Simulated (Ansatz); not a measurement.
# 1-butyl-3-methylimidazolium tetrafluoroborate (C₈H₁₅BF₄N₂): one molecule under many settings

Aim: run 1-butyl-3-methylimidazolium tetrafluoroborate (C₈H₁₅BF₄N₂) under a spread of inputs, and see what each costs and gives.

Method: the settings change from run to run; program: Ansatz 0.2.0, Gaussian basis.

4 further runs of the same task are left out: 4 that didn't finish. Runs told in other sessions of the task aren't counted.

### Step 1. The geometry

The structure was relaxed beforehand with PBE-D4/def2-SVP.

SMILES `CCCCn1cc[n+](C)c1.F[B-](F)(F)F`, 30 atoms, charge 0, spin multiplicity 1.

Atoms are counted from 1 here; the program's logs count them from 0.

Bond lengths: C1–C2 1.530 Å, C1–H11 1.110 Å, C1–H12 1.108 Å, C1–H13 1.110 Å, C2–C3 1.532 Å, C2–H14 1.114 Å, C2–H15 1.113 Å, C3–C4 1.528 Å, C3–H16 1.112 Å, C3–H17 1.112 Å, C4–N5 1.472 Å, C4–H18 1.108 Å, C4–H19 1.108 Å, N5–C6 1.384 Å, N5–C10 1.342 Å, C6–C7 1.375 Å, C6–H20 1.093 Å, C7–N8 1.387 Å and more. Angles: C2–C1–H11 111.3°, C2–C1–H12 111.7°, C2–C1–H13 111.2°, H11–C1–H12 107.6°, H11–C1–H13 107.3°, H12–C1–H13 107.6°, C1–C2–C3 113.0°, C1–C2–H14 109.7°, C1–C2–H15 109.2°, C3–C2–H14 109.1°, C3–C2–H15 109.7°, H14–C2–H15 105.9°, C2–C3–C4 115.4°, C2–C3–H16 110.1°, C2–C3–H17 109.7°, C4–C3–H16 108.9°, C4–C3–H17 106.6°, H16–C3–H17 105.5° and more.

### Step 2. r2SCANh/aug-cc-pVDZ

Options: D3(BJ) with three-body dispersion.

Contents of in.yaml:

```yaml
crystal:
  periodic: [false, false, false]
  atoms:
    - {symbol: C, position_ang: [-4.048554, -1.306507, 0.414397]}
    - {symbol: C, position_ang: [-2.878964, -0.332638, 0.567258]}
    - {symbol: C, position_ang: [-2.052961, -0.181775, -0.714308]}
    - {symbol: C, position_ang: [-0.906839, 0.826047, -0.641853]}
    - {symbol: N, position_ang: [0.131990, 0.455761, 0.333378]}
    - {symbol: C, position_ang: [0.210476, 0.814531, 1.667483]}
    - {symbol: C, position_ang: [1.419096, 0.355069, 2.136512]}
    - {symbol: N, position_ang: [2.048993, -0.275865, 1.074574]}
    - {symbol: C, position_ang: [3.400955, -0.831271, 1.049347]}
    - {symbol: C, position_ang: [1.252287, -0.201045, -0.004976]}
    - {symbol: H, position_ang: [-4.748148, -0.974683, -0.380593]}
    - {symbol: H, position_ang: [-4.628997, -1.399251, 1.353938]}
    - {symbol: H, position_ang: [-3.693558, -2.321138, 0.138322]}
    - {symbol: H, position_ang: [-3.260775, 0.667404, 0.874493]}
    - {symbol: H, position_ang: [-2.222374, -0.675977, 1.397552]}
    - {symbol: H, position_ang: [-1.646558, -1.169142, -1.026188]}
    - {symbol: H, position_ang: [-2.711874, 0.145085, -1.547645]}
    - {symbol: H, position_ang: [-0.378541, 0.914500, -1.611400]}
    - {symbol: H, position_ang: [-1.268063, 1.833007, -0.352755]}
    - {symbol: H, position_ang: [-0.581779, 1.380350, 2.165121]}
    - {symbol: H, position_ang: [1.883231, 0.434975, 3.123549]}
    - {symbol: H, position_ang: [3.380555, -1.918486, 1.260962]}
    - {symbol: H, position_ang: [4.011783, -0.319572, 1.814462]}
    - {symbol: H, position_ang: [3.818016, -0.635038, 0.041999]}
    - {symbol: H, position_ang: [1.494674, -0.527497, -1.028282]}
    - {symbol: F, position_ang: [1.308471, 0.215096, -2.801667]}
    - {symbol: B, position_ang: [2.416599, 1.080562, -2.446532]}
    - {symbol: F, position_ang: [2.909635, 1.725819, -3.554785]}
    - {symbol: F, position_ang: [1.936023, 1.982798, -1.463461]}
    - {symbol: F, position_ang: [3.405212, 0.238903, -1.838922]}
basis:
  gaussian: {orbitals: aug-cc-pVDZ}
hamiltonian: {xc: {name: r2SCANh}, dispersion: d3bjatm}
scf: {omitted_lower_state_checks: [starts]}
output: {forces: true}
```

Started as:

```bash
$ ansatz run in.yaml --threads 4 --pin off --events-out ev --progress --plain --max-ram 6963MiB
```

Output:

```text
Functional definition: r2SCANh
  name "r2SCANh"
  cite "Bursch, Neugebauer, Ehlert & Grimme, J. Chem. Phys. 156, 134105 (2022) doi:10.1063/5.0086040"
  cite "Furness, Kaplan, Ning, Perdew & Sun, J. Phys. Chem. Lett. 11, 8208 (2020) doi:10.1021/acs.jpclett.0c02405"
  cite "Furness, Kaplan, Ning, Perdew & Sun, J. Phys. Chem. Lett. 11, 9248 (2020) doi:10.1021/acs.jpclett.0c03077"
  parent r2scan
  parameter a = 0.1
  parameter k0 = 0.174
  parameter k1 = 0.065
  parameter a1 = 4.9479
  exchange = (1 - a)*r2scan_x(k0 = k0, k1 = k1, a1 = a1) + a*exact_x
  correlation = r2scan_c
these checks for a lower state are left out or cut short: starts
4211 factors; their error is unknown
mean field evaluation 1: about -23039.1613 eV, gradient 1.0e2 eV
mean field evaluation 2: about -23028.2799 eV, gradient 1.2e2 eV
mean field evaluation 4: about -23060.7675 eV, gradient 7.2e0 eV
mean field evaluation 8: about -23060.8919 eV, gradient 4.0e-1 eV
mean field evaluation 16: about -23060.8289 eV, gradient 3.5e-3 eV
mean field -23060.82885939 eV, -847.4698293914 hartree, gradient 7.2e-5 eV, S^2 0.000000; 0 other end points of the search recorded, 0 dependent functions left out
the calculation of the forces begins
reference -23060.82890685 eV, -847.4698311356 hartree; 59, 59 occupied and 421, 421 virtual orbitals, 4211 factors
Total energy: -23061.09414054 eV, -847.4795782938 hartree
Atom 0 at    -4.048554    -1.306507     0.414397 Å, force    -0.191282    -0.175334    -0.086979 eV/Å
Atom 1 at    -2.878964    -0.332638     0.567258 Å, force     0.131003     0.195408     0.293702 eV/Å
Atom 2 at    -2.052961    -0.181775    -0.714308 Å, force    -0.090531    -0.254571    -0.268448 eV/Å
Atom 3 at    -0.906839     0.826047    -0.641853 Å, force    -0.045570     0.295627    -0.198726 eV/Å
Atom 4 at     0.131990     0.455761     0.333378 Å, force     0.348038    -0.191575     0.153573 eV/Å
Atom 5 at     0.210476     0.814531     1.667483 Å, force     0.148843    -0.011482     0.086543 eV/Å
Atom 6 at     1.419096     0.355069     2.136512 Å, force    -0.142334     0.053870    -0.023996 eV/Å
Atom 7 at     2.048993    -0.275865     1.074574 Å, force    -0.385214     0.183688    -0.183032 eV/Å
Atom 8 at     3.400955    -0.831271     1.049347 Å, force     0.328828    -0.140741    -0.056276 eV/Å
Atom 9 at     1.252287    -0.201045    -0.004976 Å, force    -0.001854     0.033554     0.020598 eV/Å
Atom 10 at    -4.748148    -0.974683    -0.380593 Å, force     0.261536    -0.086578     0.272502 eV/Å
Atom 11 at    -4.628997    -1.399251     1.353938 Å, force     0.230910     0.058202    -0.318072 eV/Å
Atom 12 at    -3.693558    -2.321138     0.138322 Å, force    -0.089438     0.361738     0.099334 eV/Å
Atom 13 at    -3.260775     0.667404     0.874493 Å, force     0.111445    -0.338814    -0.132245 eV/Å
Atom 14 at    -2.222374    -0.675977     1.397552 Å, force    -0.213843     0.092320    -0.306413 eV/Å
Atom 15 at    -1.646558    -1.169142    -1.026188 Å, force    -0.120379     0.339807     0.136345 eV/Å
Atom 16 at    -2.711874     0.145085    -1.547645 Å, force     0.226401    -0.076083     0.302304 eV/Å
Atom 17 at    -0.378541     0.914500    -1.611400 Å, force    -0.246551    -0.028336     0.394133 eV/Å
Atom 18 at    -1.268063     1.833007    -0.352755 Å, force     0.130025    -0.369612    -0.061307 eV/Å
Atom 19 at    -0.581779     1.380350     2.165121 Å, force     0.321912    -0.233636    -0.210021 eV/Å
Atom 20 at     1.883231     0.434975     3.123549 Å, force    -0.189560    -0.039800    -0.412564 eV/Å
Atom 21 at     3.380555    -1.918486     1.260962 Å, force    -0.040205     0.420395    -0.071037 eV/Å
Atom 22 at     4.011783    -0.319572     1.814462 Å, force    -0.270182    -0.155150    -0.281269 eV/Å
Atom 23 at     3.818016    -0.635038     0.041999 Å, force    -0.165227    -0.106616     0.453173 eV/Å
Atom 24 at     1.494674    -0.527497    -1.028282 Å, force    -0.125478     0.082871     0.579617 eV/Å
Atom 25 at     1.308471     0.215096    -2.801667 Å, force     0.193121     0.129365    -0.029786 eV/Å
Atom 26 at     2.416599     1.080562    -2.446532 Å, force    -0.093060    -0.176861    -0.026070 eV/Å
Atom 27 at     2.909635     1.725819    -3.554785 Å, force     0.016360     0.024581    -0.016087 eV/Å
Atom 28 at     1.936023     1.982798    -1.463461 Å, force     0.035353    -0.001403    -0.027151 eV/Å
Atom 29 at     3.405212     0.238903    -1.838922 Å, force    -0.073065     0.115165    -0.082343 eV/Å
Dipole moment:    -1.016853    -0.712234     2.144449 e Å
Checks for a lower state left out: starts
```

Run time: 81 s. Hardware: 4 threads of Arm Neoverse V1, shared host; peak memory 2.5 GiB.

Largest force 0.599 eV/Å, dipole 11.90 D.

### Step 3. BLYP/aug-cc-pVDZ

Options: atoms shaken by 0.03 Å, D3(BJ) dispersion.

Contents of in.yaml:

```yaml
crystal:
  periodic: [false, false, false]
  atoms:
    - {symbol: C, position_ang: [-4.013906, -1.286696, 0.412448]}
    - {symbol: C, position_ang: [-2.847482, -0.318760, 0.548975]}
    - {symbol: C, position_ang: [-2.055325, -0.200755, -0.721791]}
    - {symbol: C, position_ang: [-0.944319, 0.860984, -0.607580]}
    - {symbol: N, position_ang: [0.126252, 0.460502, 0.293697]}
    - {symbol: C, position_ang: [0.187673, 0.808430, 1.631135]}
    - {symbol: C, position_ang: [1.424931, 0.323060, 2.141446]}
    - {symbol: N, position_ang: [2.054066, -0.237059, 1.067229]}
    - {symbol: C, position_ang: [3.344147, -0.869419, 1.041663]}
    - {symbol: C, position_ang: [1.294863, -0.156859, -0.012823]}
    - {symbol: H, position_ang: [-4.738886, -0.997623, -0.403516]}
    - {symbol: H, position_ang: [-4.616372, -1.375132, 1.376968]}
    - {symbol: H, position_ang: [-3.662415, -2.353161, 0.189643]}
    - {symbol: H, position_ang: [-3.307714, 0.631917, 0.878072]}
    - {symbol: H, position_ang: [-2.256167, -0.635549, 1.377199]}
    - {symbol: H, position_ang: [-1.609357, -1.187997, -1.040801]}
    - {symbol: H, position_ang: [-2.706093, 0.180249, -1.578090]}
    - {symbol: H, position_ang: [-0.355433, 0.957756, -1.619686]}
    - {symbol: H, position_ang: [-1.286046, 1.855558, -0.407953]}
    - {symbol: H, position_ang: [-0.591681, 1.339941, 2.138420]}
    - {symbol: H, position_ang: [1.870522, 0.386447, 3.153505]}
    - {symbol: H, position_ang: [3.395998, -1.905200, 1.282513]}
    - {symbol: H, position_ang: [4.051596, -0.322000, 1.800152]}
    - {symbol: H, position_ang: [3.864661, -0.597780, 0.013583]}
    - {symbol: H, position_ang: [1.530948, -0.568997, -1.052460]}
    - {symbol: F, position_ang: [1.290305, 0.207666, -2.780296]}
    - {symbol: B, position_ang: [2.468366, 1.102505, -2.481339]}
    - {symbol: F, position_ang: [2.945032, 1.711776, -3.536680]}
    - {symbol: F, position_ang: [1.918420, 2.012292, -1.491836]}
    - {symbol: F, position_ang: [3.430188, 0.276247, -1.879950]}
basis:
  gaussian: {orbitals: aug-cc-pVDZ}
hamiltonian: {xc: {name: BLYP}, dispersion: d3bj}
output: {forces: true}
```

The command is unchanged.

Output:

```text
Functional definition: BLYP
  name "BLYP"
  cite "Becke, Phys. Rev. A 38, 3098 (1988) doi:10.1103/PhysRevA.38.3098"
  cite "Lee, Yang & Parr, Phys. Rev. B 37, 785 (1988) doi:10.1103/PhysRevB.37.785"
  parameter beta = 0.0042
  parameter a = 0.04918
  parameter b = 0.132
  parameter c = 0.2533
  parameter d = 0.349
  exchange = b88_x(beta = beta)
  correlation = lyp_c(a = a, b = b, c = c, d = d)
4211 factors; their error is unknown
mean field evaluation 1: about -23030.9179 eV, gradient 1.2e2 eV
mean field evaluation 2: about -22899.3061 eV, gradient 2.4e2 eV
mean field evaluation 4: about -23063.4277 eV, gradient 3.0e1 eV
mean field evaluation 8: about -23065.3931 eV, gradient 5.7e-1 eV
mean field evaluation 16: about -23065.2636 eV, gradient 8.9e-3 eV
mean field -23065.26356721 eV, -847.6328018977 hartree, gradient 4.0e-5 eV, S^2 0.000000; 0 other end points of the search recorded, 0 dependent functions left out
the calculation of the forces begins
reference -23065.26433925 eV, -847.6328302697 hartree; 59, 59 occupied and 421, 421 virtual orbitals, 4211 factors
Total energy: -23066.87812839 eV, -847.6921359269 hartree
Atom 0 at    -4.013906    -1.286696     0.412448 Å, force    -1.141334    -1.646093     0.234051 eV/Å
Atom 1 at    -2.847482    -0.318760     0.548975 Å, force    -1.684214     0.083723    -0.118259 eV/Å
Atom 2 at    -2.055325    -0.200755    -0.721791 Å, force     0.287083     0.753818    -1.237164 eV/Å
Atom 3 at    -0.944319     0.860984    -0.607580 Å, force     1.751349    -1.200228    -3.475337 eV/Å
Atom 4 at     0.126252     0.460502     0.293697 Å, force     0.648061     0.379945     1.460647 eV/Å
Atom 5 at     0.187673     0.808430     1.631135 Å, force     1.704243    -0.805076     1.122750 eV/Å
Atom 6 at     1.424931     0.323060     2.141446 Å, force    -1.887372     1.332482     0.664609 eV/Å
Atom 7 at     2.054066    -0.237059     1.067229 Å, force     0.457547    -0.774461     0.189384 eV/Å
Atom 8 at     3.344147    -0.869419     1.041663 Å, force     3.894415     2.832727    -0.689633 eV/Å
Atom 9 at     1.294863    -0.156859    -0.012823 Å, force    -1.003530    -0.900229    -3.012337 eV/Å
Atom 10 at    -4.738886    -0.997623    -0.403516 Å, force     0.514962    -0.105130     0.462835 eV/Å
Atom 11 at    -4.616372    -1.375132     1.376968 Å, force     0.511120     0.194556    -0.793841 eV/Å
Atom 12 at    -3.662415    -2.353161     0.189643 Å, force    -0.258813     0.973317     0.078227 eV/Å
Atom 13 at    -3.307714     0.631917     0.878072 Å, force     0.295451     0.380755    -0.265956 eV/Å
Atom 14 at    -2.256167    -0.635549     1.377199 Å, force     1.012737    -0.456017     0.956121 eV/Å
Atom 15 at    -1.609357    -1.187997    -1.040801 Å, force    -0.308892     0.631575     0.203207 eV/Å
Atom 16 at    -2.706093     0.180249    -1.578090 Å, force     0.402434    -0.557388     0.712185 eV/Å
Atom 17 at    -0.355433     0.957756    -1.619686 Å, force    -1.182485    -0.171157     1.329462 eV/Å
Atom 18 at    -1.286046     1.855558    -0.407953 Å, force    -0.382174     0.830849     0.735438 eV/Å
Atom 19 at    -0.591681     1.339941     2.138420 Å, force    -0.486423     0.316380     0.202762 eV/Å
Atom 20 at     1.870522     0.386447     3.153505 Å, force    -0.231684    -0.035836    -0.647578 eV/Å
Atom 21 at     3.395998    -1.905200     1.282513 Å, force    -0.455244    -1.300869     0.087487 eV/Å
Atom 22 at     4.051596    -0.322000     1.800152 Å, force    -1.240970    -0.767155    -0.898201 eV/Å
Atom 23 at     3.864661    -0.597780     0.013583 Å, force    -1.151629    -0.823197     1.598839 eV/Å
Atom 24 at     1.530948    -0.568997    -1.052460 Å, force    -0.273224     0.675119     1.431229 eV/Å
Atom 25 at     1.290305     0.207666    -2.780296 Å, force     0.361484     0.091227    -0.373686 eV/Å
Atom 26 at     2.468366     1.102505    -2.481339 Å, force    -2.132365    -0.958840     1.980275 eV/Å
Atom 27 at     2.945032     1.711776    -3.536680 Å, force     0.875851     1.456642    -2.602022 eV/Å
Atom 28 at     1.918420     2.012292    -1.491836 Å, force     0.251919     0.220539     0.083880 eV/Å
Atom 29 at     3.430188     0.276247    -1.879950 Å, force     0.851696    -0.651979     0.580626 eV/Å
Dipole moment:    -0.885772    -0.666390     2.025878 e Å
```

Wall time 35 s (4 threads of Arm Neoverse V1, shared host); peak memory 1.8 GiB.

Largest force 4.865 eV/Å, dipole 11.09 D.

### Step 4. r2SCAN/cc-pVDZ

Options: atoms shaken by 0.03 Å.

Contents of in.yaml:

```yaml
crystal:
  periodic: [false, false, false]
  atoms:
    - {symbol: C, position_ang: [-4.031015, -1.314814, 0.401215]}
    - {symbol: C, position_ang: [-2.894768, -0.305556, 0.520357]}
    - {symbol: C, position_ang: [-2.097537, -0.227267, -0.745129]}
    - {symbol: C, position_ang: [-0.918172, 0.809824, -0.670826]}
    - {symbol: N, position_ang: [0.142846, 0.416711, 0.288432]}
    - {symbol: C, position_ang: [0.171028, 0.849748, 1.639384]}
    - {symbol: C, position_ang: [1.458776, 0.413811, 2.135927]}
    - {symbol: N, position_ang: [2.061538, -0.285993, 1.051848]}
    - {symbol: C, position_ang: [3.410501, -0.848103, 1.043737]}
    - {symbol: C, position_ang: [1.270409, -0.219440, 0.015958]}
    - {symbol: H, position_ang: [-4.802529, -1.009246, -0.382799]}
    - {symbol: H, position_ang: [-4.653082, -1.384302, 1.370299]}
    - {symbol: H, position_ang: [-3.661146, -2.331649, 0.104303]}
    - {symbol: H, position_ang: [-3.308859, 0.719770, 0.940023]}
    - {symbol: H, position_ang: [-2.247802, -0.699313, 1.351109]}
    - {symbol: H, position_ang: [-1.670773, -1.156442, -1.031495]}
    - {symbol: H, position_ang: [-2.713577, 0.151072, -1.468656]}
    - {symbol: H, position_ang: [-0.380125, 0.894073, -1.528211]}
    - {symbol: H, position_ang: [-1.266722, 1.849573, -0.350584]}
    - {symbol: H, position_ang: [-0.569049, 1.389683, 2.157952]}
    - {symbol: H, position_ang: [1.884958, 0.424942, 3.126155]}
    - {symbol: H, position_ang: [3.343582, -1.900107, 1.244759]}
    - {symbol: H, position_ang: [4.023045, -0.323916, 1.810316]}
    - {symbol: H, position_ang: [3.846469, -0.623482, 0.052377]}
    - {symbol: H, position_ang: [1.459647, -0.490696, -1.076156]}
    - {symbol: F, position_ang: [1.316032, 0.200615, -2.775872]}
    - {symbol: B, position_ang: [2.411892, 1.088538, -2.462797]}
    - {symbol: F, position_ang: [2.908061, 1.726576, -3.557670]}
    - {symbol: F, position_ang: [1.920269, 1.983244, -1.458381]}
    - {symbol: F, position_ang: [3.407850, 0.234032, -1.887801]}
basis:
  gaussian: {orbitals: cc-pVDZ}
hamiltonian: {xc: {name: r2SCAN}}
```

The command is unchanged.

Output:

```text
Functional definition: r2SCAN
  name "r2SCAN"
  cite "Furness, Kaplan, Ning, Perdew & Sun, J. Phys. Chem. Lett. 11, 8208 (2020) doi:10.1021/acs.jpclett.0c02405"
  cite "Furness, Kaplan, Ning, Perdew & Sun, J. Phys. Chem. Lett. 11, 9248 (2020) doi:10.1021/acs.jpclett.0c03077"
  parent r2scan
  parameter k0 = 0.174
  parameter k1 = 0.065
  parameter a1 = 4.9479
  exchange = r2scan_x(k0 = k0, k1 = k1, a1 = a1)
  correlation = r2scan_c
3404 factors; their error is unknown
mean field evaluation 1: about -23043.8561 eV, gradient 8.5e1 eV
mean field evaluation 2: about -23034.1985 eV, gradient 1.1e2 eV
mean field evaluation 4: about -23059.4407 eV, gradient 5.1e0 eV
mean field evaluation 8: about -23059.5167 eV, gradient 2.9e-1 eV
mean field evaluation 16: about -23059.3708 eV, gradient 1.9e-3 eV
mean field -23059.37081877 eV, -847.4162473870 hartree, gradient 2.7e-5 eV, S^2 0.000000; 0 other end points of the search recorded, 0 dependent functions left out
reference -23059.37083549 eV, -847.4162480013 hartree; 59, 59 occupied and 226, 226 virtual orbitals, 3404 factors
Total energy: -23059.37083549 eV, -847.4162480013 hartree
```

Run time: 17 s. Hardware: 4 threads of Arm Neoverse V1, shared host; peak memory 0.7 GiB.

### Step 5. All runs side by side

```tsv
level	charge	multiplicity	geometry	functions	energy (eV)	time
r2SCANh/aug-cc-pVDZ	0	1	relaxed	480	-23061.094	81 s
BLYP/aug-cc-pVDZ	0	1	shaken	480	-23066.878	35 s
r2SCAN/cc-pVDZ	0	1	shaken	285	-23059.371	17 s
```

### Step 6. Results

| quantity | value |
| --- | --- |
| runs | 3 |
| quickest | r2SCAN/cc-pVDZ, 17 s |
| slowest | r2SCANh/aug-cc-pVDZ, 81 s |

**Reading.** The runs differ in state or geometry as well as level, so their energies can't be set against each other. r2SCANh/aug-cc-pVDZ took 5 times as long as r2SCAN/cc-pVDZ. The jobs differ in tasks and options as well as level. At the PBE-D4/def2-SVP geometry and in the same state, the sound runs without point charges leave forces up to 0.60 eV/Å (r2SCANh/aug-cc-pVDZ), against 4.9 eV/Å where the atoms were moved.
